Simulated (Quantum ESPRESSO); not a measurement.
# WS4 in Quantum ESPRESSO: further runs

One slab, WS4, is run at these levels: PBEsol+D3(BJ), revPBE+D2; tasks: work function.

Everything below comes from runs of Quantum ESPRESSO 7.5. Logs are shortened: lines on timing, memory, paths and dates and some standing lists are left out, and cuts for length are marked.

### 1 The slab as given

The cell holds a slab with vacuum, 5 atoms: a = 3.184 Å, b = 3.184 Å, c = 45.782 Å, α = 90.00°, β = 90.00°, γ = 120.00°.

### 2 Work function, PBEsol+D3(BJ)

pw.in reads:

```
&CONTROL
  calculation = 'scf'
  prefix = 'pwscf'
  outdir = './tmp'
  pseudo_dir = './pseudo'
  tprnfor = .true.
  disk_io = 'low'
/
&SYSTEM
  ibrav = 0
  celldm(1) = 8
  nat = 5
  ntyp = 2
  ecutwfc = 74
  nbnd = 27
  occupations = 'smearing'
  smearing = 'mv'
  degauss = 0.00999582
  vdw_corr = 'grimme-d3'
  dftd3_version = 4
/
&ELECTRONS
  conv_thr = 5d-09
  electron_maxstep = 150
  mixing_beta = 0.3
  mixing_mode = 'local-TF'
/
ATOMIC_SPECIES
S     32.0600 S.upf
W    183.8400 W.upf
CELL_PARAMETERS alat
  0.7519967530608   0.0000000000000   0.0000000000000
 -0.3759983765440   0.6512482917219   0.0000000000000
  0.0000000000000   0.0000000000000  10.8144850192355
ATOMIC_POSITIONS crystal
S      0.6666666700    0.3333333400    0.1638190111
S      0.6666666700    0.3333333400    0.4659374011
W      0.3333333300    0.6666666600    0.5000000000
S      0.6666666700    0.3333333400    0.5340625989
S      0.6666666700    0.3333333400    0.8361809889
K_POINTS automatic
10 10 1 0 0 0
```

pp_density.in reads:

```
&INPUTPP
  prefix = 'pwscf'
  outdir = './tmp'
  filplot = 'density.dat'
  plot_num = 0
/
&PLOT
  nfile = 1
  filepp(1) = 'density.dat'
  iflag = 3
  output_format = 6
  fileout = 'density.cube'
/
```

pp_potential.in reads:

```
&INPUTPP
  prefix = 'pwscf'
  outdir = './tmp'
  filplot = 'potential.dat'
  plot_num = 11
/
&PLOT
  nfile = 1
  filepp(1) = 'potential.dat'
  iflag = 3
  output_format = 6
  fileout = 'potential.cube'
/
```

pp_elf.in reads:

```
&INPUTPP
  prefix = 'pwscf'
  outdir = './tmp'
  filplot = 'elf.dat'
  plot_num = 8
/
&PLOT
  nfile = 1
  filepp(1) = 'elf.dat'
  iflag = 3
  output_format = 6
  fileout = 'elf.cube'
/
```

Potentials or basis: PseudoDojo 0.4.1 SR PBEsol standard.

Command:

```console
> OMP_NUM_THREADS=1 mpirun -n 2 pw.x -nk 2 -in pw.in > pw.out
> OMP_NUM_THREADS=1 mpirun -n 1 pp.x -in pp_density.in > pp_density.out
> OMP_NUM_THREADS=1 mpirun -n 1 pp.x -in pp_potential.in > pp_potential.out
> OMP_NUM_THREADS=1 mpirun -n 1 pp.x -in pp_elf.in > pp_elf.out
```

pw.out:

```text
This program is part of the open-source Quantum ESPRESSO suite
     for quantum simulation of materials; please cite
         "P. Giannozzi et al., J. Phys.:Condens. Matter 21 395502 (2009);
         "P. Giannozzi et al., J. Phys.:Condens. Matter 29 465901 (2017);
         "P. Giannozzi et al., J. Chem. Phys. 152 154105 (2020);
     in publications or presentations arising from this work. More details at

     Message from routine setup:
     using ibrav=0 with symmetry is DISCOURAGED, use correct ibrav instead

     K-points division:     npool     =       2
     Subspace diagonalization in iterative solution of the eigenvalue problem:
     a serial algorithm will be used

     G-vector sticks info
     --------------------
     sticks:   dense  smooth     PW     G-vecs:    dense   smooth      PW
     Sum         745     745    211               233789   233789   36129

     Using Slab Decomposition

     bravais-lattice index     =            0
     lattice parameter (alat)  =       8.0000  a.u.
     unit-cell volume          =    2711.6796 (a.u.)^3
     number of atoms/cell      =            5
     number of atomic types    =            2
     number of electrons       =        38.00
     number of Kohn-Sham states=           27
     kinetic-energy cutoff     =      74.0000  Ry
     charge density cutoff     =     296.0000  Ry
     scf convergence threshold =      5.0E-09
     mixing beta               =       0.3000
     number of iterations used =            8  local-TF  mixing
     Exchange-correlation= PBESOL
                           (   1   4  10   8   0   0   0)

     celldm(1)=   8.000000  celldm(2)=   0.000000  celldm(3)=   0.000000
     celldm(4)=   0.000000  celldm(5)=   0.000000  celldm(6)=   0.000000

     crystal axes: (cart. coord. in units of alat)
               a(1) = (   0.751997   0.000000   0.000000 )
               a(2) = (  -0.375998   0.651248   0.000000 )
               a(3) = (   0.000000   0.000000  10.814485 )

     reciprocal axes: (cart. coord. in units 2 pi/alat)
               b(1) = (  1.329793  0.767756 -0.000000 )
               b(2) = (  0.000000  1.535513  0.000000 )
               b(3) = (  0.000000 -0.000000  0.092469 )

     PseudoPot. # 1 for S  read from file:
     S.upf
     Pseudo is Norm-conserving + core correction, Zval =  6.0
     Generated using ONCVPSP code by D. R. Hamann
     Using radial grid of 1146 points,  6 beta functions with:
                l(1) =   0
                l(2) =   0
                l(3) =   1
                l(4) =   1
                l(5) =   2
                l(6) =   2

     PseudoPot. # 2 for W  read from file:
     W.upf
     Pseudo is Norm-conserving + core correction, Zval = 14.0
     Generated using ONCVPSP code by D. R. Hamann
     Using radial grid of 1396 points,  8 beta functions with:
                l(1) =   0
                l(2) =   0
                l(3) =   1
                l(4) =   1
                l(5) =   2
                l(6) =   2
                l(7) =   3
                l(8) =   3

     atomic species   valence    mass     pseudopotential
     S                 6.00    32.06000     S ( 1.00)
     W                14.00   183.84000     W ( 1.00)

     12 Sym. Ops. (no inversion) found

   Cartesian axes

     site n.     atom                  positions (alat units)
         1        S      tau(   1) = (   0.3759984   0.2170828   1.7716182  )
         2        S      tau(   2) = (   0.3759984   0.2170828   5.0388730  )
         3        W      tau(   3) = (  -0.0000000   0.4341655   5.4072425  )
         4        S      tau(   4) = (   0.3759984   0.2170828   5.7756120  )
         5        S      tau(   5) = (   0.3759984   0.2170828   9.0428668  )

     --------------------------------------------
     DFT-D3 Dispersion Correction (3-body terms):
     --------------------------------------------
       Reference C6 values for interpolation:

         atom   Coordination number   C6
         S          0.000           268.01
         S          0.995           261.99
         S          1.990           251.62
         W          0.000          1628.72
         W          1.929          1086.81
         W         10.915           796.19

       Values used:

         atom   Coordination number  R0_AB[au]  C6      C8
         S          0.536            3.128    264.54  12959.92
         S          3.669            3.128    251.62  12327.25
         W          9.739            3.766    796.19 128250.55
         S          3.669            3.128    251.62  12327.25
         S          0.536            3.128    264.54  12959.92

         Molecular C6 ( Ry / a.u.^6 ) =      8542.00

     number of k points=    14  Marzari-Vanderbilt smearing, width (Ry)=  0.0100
                       cart. coord. in units 2pi/alat
        k(    1) = (   0.0000000   0.0000000   0.0000000), wk =   0.0200000
        k(    2) = (   0.0000000   0.1535513   0.0000000), wk =   0.1200000
        k(    3) = (   0.0000000   0.3071025   0.0000000), wk =   0.1200000
        k(    4) = (   0.0000000   0.4606538   0.0000000), wk =   0.1200000
        k(    5) = (   0.0000000   0.6142051   0.0000000), wk =   0.1200000
        k(    6) = (   0.0000000  -0.7677563   0.0000000), wk =   0.0600000
        k(    7) = (   0.1329793   0.2303269   0.0000000), wk =   0.1200000
        k(    8) = (   0.1329793   0.3838782   0.0000000), wk =   0.2400000
        k(    9) = (   0.1329793   0.5374294   0.0000000), wk =   0.2400000
        k(   10) = (   0.1329793   0.6909807   0.0000000), wk =   0.2400000
        k(   11) = (   0.2659586   0.4606538   0.0000000), wk =   0.1200000
        k(   12) = (   0.2659586   0.6142051   0.0000000), wk =   0.2400000
        k(   13) = (   0.2659586   0.7677563   0.0000000), wk =   0.1200000
        k(   14) = (   0.3989379   0.6909807   0.0000000), wk =   0.1200000

     Dense  grid:   233789 G-vectors     FFT dimensions: (  36,  36, 480)

     Initial potential from superposition of free atoms

     starting charge      37.9994, renormalised to      38.0000

     negative rho (up, down):  4.037E-05 0.000E+00
     Starting wfcs are   26 randomized atomic wfcs +    1 random wfcs

     Self-consistent Calculation

     iteration #  1     ecut=    74.00 Ry     beta= 0.30
     Davidson diagonalization with overlap
     ethr =  1.00E-02,  avg # of iterations =  5.0

     Threshold (ethr) on eigenvalues was too large:
     Diagonalizing with lowered threshold

     Davidson diagonalization with overlap
     ethr =  3.53E-04,  avg # of iterations =  2.9

     negative rho (up, down):  7.724E-04 0.000E+00

     total energy              =    -239.76061740 Ry
     estimated scf accuracy    <       0.14238458 Ry

     iteration #  2     ecut=    74.00 Ry     beta= 0.30
     Davidson diagonalization with overlap
     ethr =  3.75E-04,  avg # of iterations =  1.0

     negative rho (up, down):  5.338E-03 0.000E+00

     total energy              =    -239.73192460 Ry
     estimated scf accuracy    <       0.07999636 Ry

     iteration #  3     ecut=    74.00 Ry     beta= 0.30
     Davidson diagonalization with overlap
     c_bands:  1 eigenvalues not converged
     ethr =  2.11E-04,  avg # of iterations =  3.3

     negative rho (up, down):  5.223E-03 0.000E+00

     total energy              =    -239.73966938 Ry
     estimated scf accuracy    <       0.01439063 Ry

     iteration #  4     ecut=    74.00 Ry     beta= 0.30
     Davidson diagonalization with overlap
     c_bands:  1 eigenvalues not converged
     ethr =  3.79E-05,  avg # of iterations =  8.2

     negative rho (up, down):  5.696E-03 0.000E+00

     total energy              =    -239.73975256 Ry
     estimated scf accuracy    <       0.00671480 Ry

     iteration #  5     ecut=    74.00 Ry     beta= 0.30
     Davidson diagonalization with overlap
     ethr =  1.77E-05,  avg # of iterations =  4.1
[... 19 lines left out ...]
     negative rho (up, down):  1.143E-03 0.000E+00

     total energy              =    -239.73968516 Ry
     estimated scf accuracy    <       0.00375529 Ry

     iteration #  8     ecut=    74.00 Ry     beta= 0.30
     Davidson diagonalization with overlap
     c_bands:  1 eigenvalues not converged
     ethr =  9.78E-06,  avg # of iterations =  7.1

     negative rho (up, down):  1.552E-03 0.000E+00

     total energy              =    -239.73962890 Ry
     estimated scf accuracy    <       0.00685267 Ry

     iteration #  9     ecut=    74.00 Ry     beta= 0.30
     Davidson diagonalization with overlap
     ethr =  9.78E-06,  avg # of iterations =  4.9
[... 55 lines left out ...]
     negative rho (up, down):  2.883E-04 0.000E+00

     total energy              =    -239.73979677 Ry
     estimated scf accuracy    <       0.00017412 Ry

     iteration # 16     ecut=    74.00 Ry     beta= 0.30
     Davidson diagonalization with overlap
     c_bands:  1 eigenvalues not converged
     ethr =  1.33E-07,  avg # of iterations =  3.6

     negative rho (up, down):  9.387E-05 0.000E+00

     total energy              =    -239.73980682 Ry
     estimated scf accuracy    <       0.00004516 Ry

     iteration # 17     ecut=    74.00 Ry     beta= 0.30
     Davidson diagonalization with overlap
     c_bands:  1 eigenvalues not converged
     ethr =  1.19E-07,  avg # of iterations =  5.9

     negative rho (up, down):  2.915E-04 0.000E+00

     total energy              =    -239.73981318 Ry
     estimated scf accuracy    <       0.00012450 Ry

     iteration # 18     ecut=    74.00 Ry     beta= 0.30
     Davidson diagonalization with overlap
     ethr =  1.19E-07,  avg # of iterations =  3.7
[... 82 lines left out ...]
     total energy              =    -239.73979943 Ry
     estimated scf accuracy    <          6.1E-09 Ry

     iteration # 28     ecut=    74.00 Ry     beta= 0.30
     Davidson diagonalization with overlap
     ethr =  1.60E-11,  avg # of iterations =  1.6

     End of self-consistent calculation

          k = 0.0000 0.0000 0.0000 ( 29187 PWs)   bands (ev):

   -77.1393 -41.3883 -41.2186 -41.2186 -17.9132 -16.2239 -15.3545 -15.3545
    -9.5025  -6.0460  -6.0460  -5.1923  -4.7973  -4.7973  -4.7008  -4.7008
    -3.1451  -1.4051  -1.4051  -1.4051  -1.4051  -0.2612  -0.2612  -0.0574
    -0.0574   1.9191   2.6042

          k = 0.0000 0.1536 0.0000 ( 29181 PWs)   bands (ev):

   -77.1377 -41.3824 -41.2513 -41.2262 -17.7479 -16.1647 -15.2391 -15.2391
    -9.3078  -6.4615  -5.8844  -5.7690  -5.0490  -4.5875  -4.5875  -4.5068
    -3.2428  -2.0257  -2.0257  -1.5389  -1.5389  -0.4259  -0.3885  -0.2046
     0.0421   2.4798   2.7984
[... 15 lines left out ...]
          k = 0.0000 0.6142 0.0000 ( 29158 PWs)   bands (ev):

   -77.1242 -41.5213 -41.3323 -41.2901 -16.0390 -15.5753 -13.9933 -13.9933
    -9.3734  -8.0493  -7.5575  -6.4657  -6.0006  -6.0006  -5.1436  -4.5490
    -4.2877  -3.3915  -3.3915  -2.4710  -2.4710  -0.4543  -0.2097   0.7639
     1.5324   2.7420   4.5229

          k = 0.0000-0.7678 0.0000 ( 29238 PWs)   bands (ev):

   -77.1226 -41.5523 -41.3263 -41.2975 -15.7725 -15.4914 -13.7940 -13.7940
    -9.6645  -8.2934  -7.5702  -6.5898  -6.4355  -6.4355  -5.2166  -4.4213
    -4.0676  -3.2066  -3.2066  -2.5638  -2.5638  -0.3116   0.1492   0.8920
     1.6216   1.9045   4.7748

          k = 0.1330 0.2303 0.0000 ( 29137 PWs)   bands (ev):

   -77.1348 -41.3718 -41.3077 -41.2423 -17.4351 -16.0528 -15.0179 -15.0179
    -8.9566  -7.0802  -6.2814  -5.6475  -5.6169  -4.3714  -4.3714  -4.3559
    -3.5089  -2.9435  -2.9435  -1.8504  -1.8504  -0.7765  -0.4575  -0.4212
     0.5852   3.0330   3.1753
[... 43 lines left out ...]
          k = 0.3989 0.6910 0.0000 ( 29160 PWs)   bands (ev):

   -77.1208 -41.4837 -41.4123 -41.3197 -15.5052 -15.3480 -13.5969 -13.5969
    -8.8675  -8.6998  -7.4534  -6.9699  -6.4573  -5.6039  -5.6039  -5.3680
    -4.8091  -4.8091  -3.3100  -3.0287  -3.0287  -1.1700   0.2585   0.7579
     2.2987   3.4137   4.2000

     the Fermi energy is    -3.1416 ev

!    total energy              =    -239.73979945 Ry
     estimated scf accuracy    <          3.2E-09 Ry
     smearing contrib. (-TS)   =      -0.00068324 Ry
     internal energy E=F+TS    =    -239.73911622 Ry

     The total energy is F=E-TS. E is the sum of the following terms:
     one-electron contribution =   -2314.94649528 Ry
     hartree contribution      =    1156.74319760 Ry
     xc contribution           =     -57.48817170 Ry
     ewald contribution        =     976.01498019 Ry
     DFT-D3 Dispersion         =      -0.06262703 Ry

     convergence has been achieved in  28 iterations

     Forces acting on atoms (cartesian axes, Ry/au):

     atom    1 type  1   force =     0.00000000    0.00000000    0.00002047
     atom    2 type  1   force =     0.00000000    0.00000000    0.00849633
     atom    3 type  2   force =     0.00000000   -0.00000000    0.00000000
     atom    4 type  1   force =     0.00000000    0.00000000   -0.00849633
     atom    5 type  1   force =     0.00000000   -0.00000000   -0.00002047

     Total force =     0.012016     Total SCF correction =     0.000075

=------------------------------------------------------------------------------=
   JOB DONE.
=------------------------------------------------------------------------------=
```

Run time: 4.8 min. Hardware: 2 MPI ranks of Arm Neoverse V2, shared host; peak memory 1 GiB.

What came out:

```yaml
Free_energy: -3261.8261 eV
Largest_force: 0.218 eV/Å
Band_gap_on_the_k_mesh: none (metal or under the smearing width)
Work_function_of_the_upper_face: 7.06 eV
Work_function_of_the_lower_face: 7.06 eV
```

Forces on the atoms (eV/Å):
```
S    0.000  0.000  0.001
S    0.000  0.000  0.218
W    0.000  0.000  0.000
S    0.000  0.000 -0.218
S    0.000  0.000 -0.001
```

Spin-orbit coupling is left out, which matters for the levels of W.

(Continued in part 2 of 2.)
